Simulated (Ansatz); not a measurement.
# BrH2MgN: one species, many methods

How much do the methods differ for BrH2MgN? The plan is to run it at one geometry with functionals of several rungs and with coupled cluster, and see how far each lands from CCSD(T) at the basis-set limit for the atomisation energy.

Method: functionals in def2-TZVPP, the program's frozen cores in correlated methods; program: Ansatz 0.2.0, Gaussian basis.

Plan: LDA (SPW92), PBE-D4, revPBE-D4, BLYP-D4, r2SCAN-D4, B97M-V, PBE0-D4, B3LYP-D4, r2SCANh-D4, r2SCAN0-D4, HSE06-D4, BHLYP-D4, CAM-B3LYP-D4, LC-ωPBE, ωB97X-V, ωB97M-V, B2PLYP, PBE-QIDH; CCSD(T)/def2-SVP; CCSD(T)/def2-TZVPP; MP2/def2-QZVPP; extrapolation to the limit; RPA on PBE.

## Step 1: The relaxed structure

An earlier PBE0-D4 in a triple-zeta def2 set relaxation fixed the geometry.

SMILES `[NH2][Mg][Br]`, 5 atoms, charge 0, spin multiplicity 1.

Atoms are counted from 1 here; the program's logs count them from 0.

Bond lengths: N1–Mg2 1.874 Å, N1–H4 1.009 Å, N1–H5 1.009 Å, Mg2–Br3 2.334 Å. Angles: Mg2–N1–H4 126.3°, Mg2–N1–H5 126.3°, H4–N1–H5 107.4°, N1–Mg2–Br3 180.0°.

## Step 2: LDA

This LDA is Slater exchange with PW92 correlation.

The input, in.yaml:

```yaml
crystal:
  periodic: [false, false, false]
  atoms:
    - {symbol: N, position_ang: [-0.675768, 0.563432, -0.396575]}
    - {symbol: Mg, position_ang: [0.639232, -0.544706, 0.347478]}
    - {symbol: Br, position_ang: [2.277542, -1.925320, 1.274173]}
    - {symbol: H, position_ang: [-0.864139, 1.521051, -0.142011]}
    - {symbol: H, position_ang: [-1.326967, 0.311844, -1.124565]}
basis:
  gaussian: {orbitals: def2-TZVPP}
hamiltonian: {xc: lda}
output: {orbitals: {seedname: orbitals}}
```

After this run come: PBE-D4 (GGA); revPBE-D4 (GGA); BLYP-D4 (GGA); r2SCAN-D4 (meta-GGA); B97M-V (meta-GGA); PBE0-D4 (hybrid); B3LYP-D4 (hybrid); r2SCANh-D4 (hybrid); r2SCAN0-D4 (hybrid); HSE06-D4 (hybrid); BHLYP-D4 (hybrid); CAM-B3LYP-D4 (range-separated); LC-ωPBE-D4 (range-separated); ωB97X-V (range-separated); ωB97M-V (range-separated); B2PLYP (double hybrid); PBE-QIDH (double hybrid); CCSD(T) in def2-SVP; CCSD(T) in def2-TZVPP; MP2 in def2-QZVPP; RPA on PBE orbitals.

Q: Predict the results of all the runs planned. Wanted: atomisation energy, CCSD(T)/CBS; farthest beyond LDA; mean size of error, GGA; mean size of error, meta-GGA; mean size of error, hybrid; mean size of error, range-separated; mean size of error, double hybrid; gap, smallest and largest; T1 diagnostic.

The runs gave:

```
                               quantity                                  value
        atomisation energy, CCSD(T)/CBS                              14.677 eV
    functionals within 0.147 eV (1.0 %)             PBE-D4, r2SCAN-D4, ωB97X-V
                    farthest beyond LDA                   BHLYP-D4 (-0.772 eV)
                mean size of error, GGA                               0.270 eV
           mean size of error, meta-GGA                               0.223 eV
             mean size of error, hybrid                               0.405 eV
    mean size of error, range-separated                               0.224 eV
      mean size of error, double hybrid                               0.414 eV
              gap, smallest and largest  3.22 eV (BLYP-D4), 10.17 eV (LC-ωPBE)
                          T1 diagnostic                                 0.0070
triples share of the correlation energy                                  2.7 %
```

**Reading.** The LDA atomisation energy is off by 1.686 eV (11 %): it overbinds. PBE-D4 is off by -0.051 eV. Double hybrids carry the basis error of their MP2 part in triple zeta, and no dispersion term here, so their miss is partly the set-up's. By mean error the best rung here is meta-GGA (0.223 eV) and the worst beyond LDA is double hybrid (0.414 eV). The gap between the best rungs is small, so their order is not settled. The reference freezes the cores and leaves out relativity and excitations past (T), and its outer-core shells are covered unevenly, so misses under about 0.147 eV can't be ranked. All levels share the lack of spin-orbit coupling, which lowers the free heavy atoms and so the true binding. Hartree-Fock recovers 67 % of the binding; the rest is correlation. CCSD(T) in def2-SVP is off by -1.486 eV, worse than the median functional, from the basis alone. The gap grows from 3.2 to 10.2 eV across the functionals, mostly with the share of exact exchange. Correlated methods include outer-core shells of Br, Mg, which these sets cover unevenly.
